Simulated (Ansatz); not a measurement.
# TlOs (L11 type): how the settings move a single-point run

Aim: see which settings change the result for TlOs (L11 type), by how much, and at what cost.

Program: Ansatz 0.2.0. Level of theory: reference: DFT, r2SCAN, PAW with Ansatz's default frozen-core files, scalar-relativistic. These are calculated values, not measurements.

### 1 Starting point

It takes space group R-3m (No. 166, trigonal). Conventional cell: a = 3.044 Å, b = 3.044 Å, c = 13.041 Å, α = 90.00°, β = 90.00°, γ = 120.00°. Around Os (site symmetry -3m) lie 6 Tl at 2.80 Å and 6 Os at 3.04 Å. Tl (site symmetry -3m) is surrounded by 6 Os at 2.80 Å and 6 Tl at 3.04 Å.

Coordinates:

```
Os Tl
1.0
     1.52188   -0.87866    4.34716
     0.00000    1.75732    4.34716
    -1.52188   -0.87866    4.34716
Os Tl
1 1
Cartesian
  0.0000 0.0000 0.0000
  0.0000 0.0000 6.5207
```

### 2 The reference run

Contents of input.yaml:

```yaml
crystal:
  lattice:
    - [1.5218822827, -0.8786591456, 4.3471560815]
    - [0.0, 1.7573182912, 4.3471560815]
    - [-1.5218822827, -0.8786591456, 4.3471560815]
  atoms:
    - { symbol: Os, position: [0.0, 0.0, 0.0] }
    - { symbol: Tl, position: [0.5, 0.5, 0.5] }
kpoints:
  mp_grid: { grid: [12, 12, 12] }
scf:
  occupations: { method: fermi_dirac, width: 0.05 }
hamiltonian:
  xc: r2scan
  pseudopotentials: { kind: paw }
output:
  forces: true
  stress: true
  eigenvalues: true
  efg: { contact_densities: true }
  write_density: true
  write_potential: true
  elf: true
  volumetric_format: npy
```

Started as:

```
ansatz run input.yaml --threads 1 --pin off --max-ram 2048MiB --backend cpu --events-out ev --progress --plain --runs-dir out
```

### 3 Variant: mp_grid.grid [10, 10, 10], dr2_threshold 1.0e-09

Changes to input.yaml since step 2:

```diff
@@ -9,5 +9,6 @@
 kpoints:
-  mp_grid: { grid: [12, 12, 12] }
+  mp_grid: { grid: [10, 10, 10] }
 scf:
   occupations: { method: fermi_dirac, width: 0.05 }
+  convergence: { dr2_threshold: 1.0e-09 }
 hamiltonian:
@@ -20,5 +21 @@
   efg: { contact_densities: true }
-  write_density: true
-  write_potential: true
-  elf: true
-  volumetric_format: npy
```

Before running it: what results should come out? Wanted: for each run, ending; energy change; pressure; gap; force.

**Answer**, as computed:

| run | ending | energy change | pressure (GPa) | gap (eV) | force (eV/Å) | cycles | time |
| --- | --- | --- | --- | --- | --- | --- | --- |
| reference | converged | 0 | 6.0 | 0.00 | 0.00 | 7 | 23 s |
| 1: mp_grid.grid [10, 10, 10], dr2_threshold 1.0e-09 | converged | +1.7 meV/atom | 5.9 | 0.00 | 0.00 | 9 | 16 s |

Times don't compare one to one where runs were asked for different outputs or read a saved state (see the inputs); cycles may leave out searches for a lower state.

Residual by cycle in the longest SCF loop of each run; runs are numbered as in the table. The quantity is the density residual dr2, in eV.

| cycle | reference | run 1 |
| --- | --- | --- |
| 1 | 0.0673 | 0.0628 |
| 2 | 0.0141 | 0.013 |
| 3 | 5.2e-4 | 5.1e-4 |
| 4 | 5.5e-5 | 5.7e-5 |
| 5 | 5.7e-6 | 5.2e-6 |
| 6 | 1.2e-6 | 9.7e-7 |
| 7 | 6.9e-8 | 5.1e-8 |
| 8 | - | 5.0e-9 |
| 9 | - | 3.0e-10 |

**Reading.** Changing the k-point mesh and convergence setting moves the energy by +1.7 meV/atom. The energy is not variational in the mesh, so the sign tells nothing. Of the settings changed, the mesh is the one that moves energies this far.
